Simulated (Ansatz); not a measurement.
**AlH2OF (SMILES [OH][AlH][F]) at RPA@PBE/STO-3G**

Aim: the electronic atomisation energy of AlH2OF at RPA@PBE/STO-3G, from 5 runs. 

The results are computed with Ansatz 0.2.0.

69 further runs of the same task are left out: 5 that didn't finish, 64 set aside as unsound or not needed.

## 1. Starting point

The species is AlH2OF (5 atoms), meant as a singlet with charge 0. As SMILES, `[OH][AlH][F]`. The shape comes from GFN2-xTB, which is rough for such elements, and wasn't checked as a minimum. This is one conformer, not always the lowest.

Bond lengths: O1–Al2 1.635 Å, Al2–F3 1.650 Å, O1–H4 0.946 Å, Al2–H5 1.492 Å. Angles: O1–Al2–F3 123.4°, O1–Al2–H5 119.8°, F3–Al2–H5 116.9°, Al2–O1–H4 177.6°.

## 2. A single-point energy at RPA@PBE/STO-3G

The input, run.yaml:

```yaml
basis:
  gaussian: {orbitals: STO-3G}
crystal:
  periodic: [false, false, false]
  atoms:
    - {symbol: O, position_ang: [-1.021720, 0.325810, -0.327270]}
    - {symbol: Al, position_ang: [0.472970, -0.139110, 0.144100]}
    - {symbol: F, position_ang: [0.778780, -1.566900, 0.912060]}
    - {symbol: H, position_ang: [-1.871140, 0.628670, -0.614330]}
    - {symbol: H, position_ang: [1.641100, 0.751530, -0.114560]}
total_charge: 0
hamiltonian: {xc: {name: PBE}}
correlation: {method: rpa, frozen_orbitals: {Al: 5, F: 1, H: 0, O: 1}}
accuracy: high
```

Started as:

```
$ ansatz run run.yaml --threads 1 --pin off --max-ram 2610MiB --events-out events.jsonl --progress --plain --runs-dir runs
```

The log of the run:

```text
Warning: RAYON_NUM_THREADS=1 ignored (pool sized by the plan → 1); use --threads N
Functional definition: PBE
  name "PBE"
  parameter kappa = 0.804
  parameter beta = 0.06672455060314922
  exchange = pbe_x(kappa = kappa, mu = beta*pi^2/3)
  correlation = pbe_c(beta = beta)
377 factors; integrals over basis functions are off by at most 3.2e-8 eV
mean field evaluation 1: about -11234.0455 eV, gradient 3.1e1 eV
mean field evaluation 2: about -11234.0170 eV, gradient 3.0e1 eV
mean field evaluation 4: about -11237.0162 eV, gradient 7.7e0 eV
mean field evaluation 8: about -11237.2451 eV, gradient 1.8e-1 eV
mean field evaluation 16: about -11237.2452 eV, gradient 2.2e-7 eV
mean field -11237.24522427 eV, -412.9611451134 hartree, gradient 8.5e-9 eV, S^2 0.000000; 0 other end points of the search recorded, 0 dependent functions left out
7 core orbitals not correlated: weight in the atoms' cores, before any rotation towards them, 0.999 or more for the frozen orbitals, at most 0.000 for the correlated occupied ones
reference -11212.52657787 eV, -412.0527516133 hartree; 9, 9 occupied and 5, 5 virtual orbitals, 377 factors
Total energy: -11217.67757843 eV, -412.2420473925 hartree
```

Run time: 1.4 s. Hardware: 1 thread of Arm Neoverse V2, shared host; peak memory 0.1 GiB.

## 3. The Al atom at the same level

The input, in.yaml:

```yaml
crystal:
  periodic: [false, false, false]
  atoms:
    - symbol: Al
      position_ang: [0.000000, 0.000000, 0.000000]
basis:
  gaussian:
    orbitals: STO-3G
total_charge: 0
magnetization:
  spin_polarized: true
  initial_magnetization: 1
hamiltonian:
  xc: {name: PBE}
correlation:
  method: rpa
  frozen_orbitals: {Al: 5}
accuracy: high
```

Started as:

```
$ ansatz run in.yaml --threads 1 --pin off --max-ram 2610MiB --events-out events.jsonl --progress --plain --runs-dir runs
```

The log of the run:

```text
Warning: RAYON_NUM_THREADS=1 ignored (pool sized by the plan → 1); use --threads N
[... 6 set-up lines as earlier in the session ...]
42 factors; integrals over basis functions are off by at most 1.7e-9 eV
mean field evaluation 1: about -6508.0321 eV, gradient 1.6e0 eV
mean field evaluation 2: about -6508.0315 eV, gradient 1.6e0 eV
mean field evaluation 4: about -6508.0394 eV, gradient 2.1e-3 eV
mean field evaluation 8: about -6508.0394 eV, gradient 2.4e-8 eV
mean field evaluation 16: about -6508.0394 eV, gradient 3.6e-4 eV
mean field -6508.03935735 eV, -239.1660350753 hartree, gradient 2.2e-8 eV, S^2 0.750001; 3 other end points of the search recorded, 0 dependent functions left out
5 core orbitals not correlated: weight in the atoms' cores, before any rotation towards them, 1.000 or more for the frozen orbitals, at most 0.000 for the correlated occupied ones
reference -6499.57892794 eV, -238.8551200289 hartree; 2, 1 occupied and 2, 3 virtual orbitals, 42 factors
Total energy: -6501.14444795 eV, -238.9126518282 hartree
```

Wall time 0.62 s (1 thread of Arm Neoverse V2, shared host).

## 4. The F atom

The input, molecule.yaml:

```yaml
crystal:
  periodic: [false, false, false]
  atoms:
    - {symbol: F, position_ang: [0.000000, 0.000000, 0.000000]}
basis:
  gaussian:
    orbitals: STO-3G
magnetization:
  spin_polarized: true
  initial_magnetization: 1
hamiltonian:
  xc: pbe
correlation:
  method: rpa
  frozen_orbitals: {F: 1}
accuracy: high
```

Run the same way, it converges to -98.01752 Eh (log not shown).

## 5. The H atom at the same level

The input, run.yaml:

```yaml
basis:
  gaussian: {orbitals: STO-3G}
crystal:
  periodic: [false, false, false]
  atoms:
    - {symbol: H, position_ang: [0.000000, 0.000000, 0.000000]}
magnetization: {spin_polarized: true, initial_magnetization: 1}
hamiltonian: {xc: {name: PBE}}
correlation: {method: rpa, frozen_orbitals: {H: 0}}
accuracy: high
```

Run the same way, it converges to -0.46658 Eh (log not shown).

## 6. The O atom at the same level

The input, run.yaml:

```yaml
crystal:
  periodic: [false, false, false]
  atoms:
    - {symbol: O, position_ang: [0.000000, 0.000000, 0.000000]}
basis:
  gaussian:
    orbitals: STO-3G
total_charge: 0
magnetization:
  spin_polarized: true
  initial_magnetization: 2
hamiltonian:
  xc: {name: PBE}
correlation:
  method: rpa
  frozen_orbitals: {O: 1}
accuracy: high
```

Run the same way, it converges to -73.83858 Eh (log not shown).

## 7. Outcome

Level: RPA@PBE/STO-3G, 7 core orbitals frozen.

| quantity | value |
| --- | --- |
| molecule: total energy | -412.24205 Eh |
| molecule: RPA correlation energy (valence) | -189.3 mEh |
| Al atom: total energy | -238.91265 Eh |
| Al atom: RPA correlation energy (valence) | -57.5 mEh |
| Al atom: ⟨S²⟩ of the reference determinant | 0.750 |
| F atom: total energy | -98.01752 Eh |
| F atom: RPA correlation energy (valence) | -31.0 mEh |
| F atom: ⟨S²⟩ of the reference determinant | 0.750 |
| H atom: total energy | -0.46658 Eh |
| H atom: RPA correlation energy | 0.0 mEh |
| H atom: ⟨S²⟩ of the reference determinant | 0.750 |
| O atom: total energy | -73.83858 Eh |
| O atom: RPA correlation energy (valence) | -34.4 mEh |
| O atom: ⟨S²⟩ of the reference determinant | 2.000 |
| electronic atomisation energy | 14.698 eV |

In words: Taking the molecule apart into free atoms costs 14.70 eV (1418 kJ/mol), before zero-point energy and without spin-orbit coupling. In a minimal basis such a difference can be off by several eV, whatever the method.
